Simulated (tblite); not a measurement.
# C6H14OSi2: the cost of one run

Programs: tblite 0.8.0 and PySCF 2.14.0, with density-fitted response routines of our own. Each step states its level of theory. These are calculated values for one molecule in the gas phase, unless marked as measured. Atoms count from 0, in the outputs and in this text.

**1. The molecule as given**

23 atoms, charge 0, multiplicity 1; geometry from: force field or distance geometry start.

Bonds of the start (Å): C0–C1 1.36, C1–C2 1.50, C2–O3 1.43, O3–C4 1.43, C4–C5 1.54, C5–Si6 1.87, C4–C7 1.54, C7–Si8 1.88, Si8–C1 1.86, C0–H9 1.08, C0–H10 1.08, C2–H11 1.10, C2–H12 1.10, C4–H13 1.11, C5–H14 1.09, C5–H15 1.11, Si6–H16 1.49, Si6–H17 1.48, Si6–H18 1.49, C7–H19 1.10, C7–H20 1.10, Si8–H21 1.48, Si8–H22 1.48.

**2. Geometry optimisation with GFN2-xTB**

What the job is given:

```
{"job": {"kind": "relax", "xc": "GFN2-xTB", "basis": "xTB"}, "charge": 0, "multiplicity": 1}
C      3.487500     0.109100     0.757600
C      2.253400     0.169200     0.188800
C      1.144200     1.018600     0.730600
O     -0.061200     0.268600     0.930600
C     -0.755900    -0.080000    -0.264700
C     -2.187300    -0.498700     0.107700
Si    -3.319100     0.903800     0.610500
C     -0.026100    -1.249200    -0.946300
Si     1.771500    -0.843400    -1.292900
H      4.266900    -0.524200     0.373800
H      3.718600     0.701500     1.635800
H      0.928200     1.870100     0.066600
H      1.403600     1.444400     1.711800
H     -0.783400     0.793200    -0.942900
H     -2.657300    -0.992600    -0.740000
H     -2.151200    -1.216600     0.949400
H     -2.837600     1.600000     1.837300
H     -3.413200     1.880400    -0.494600
H     -4.683600     0.373400     0.879800
H     -0.040200    -2.124300    -0.279100
H     -0.540400    -1.529100    -1.876300
H      2.596900    -2.060200    -1.436400
H      1.881000     0.013200    -2.496900
```

Run with:

```sh
OMP_NUM_THREADS=1 python probes_run.py task.json out
```

The driver reads the jobs from task.json and runs them one after another.

Q: Estimate the wall time and peak memory of this first job on 1 thread of Arm Neoverse N1, shared host.

About 2.2 s, with a peak of 0.18 GiB.
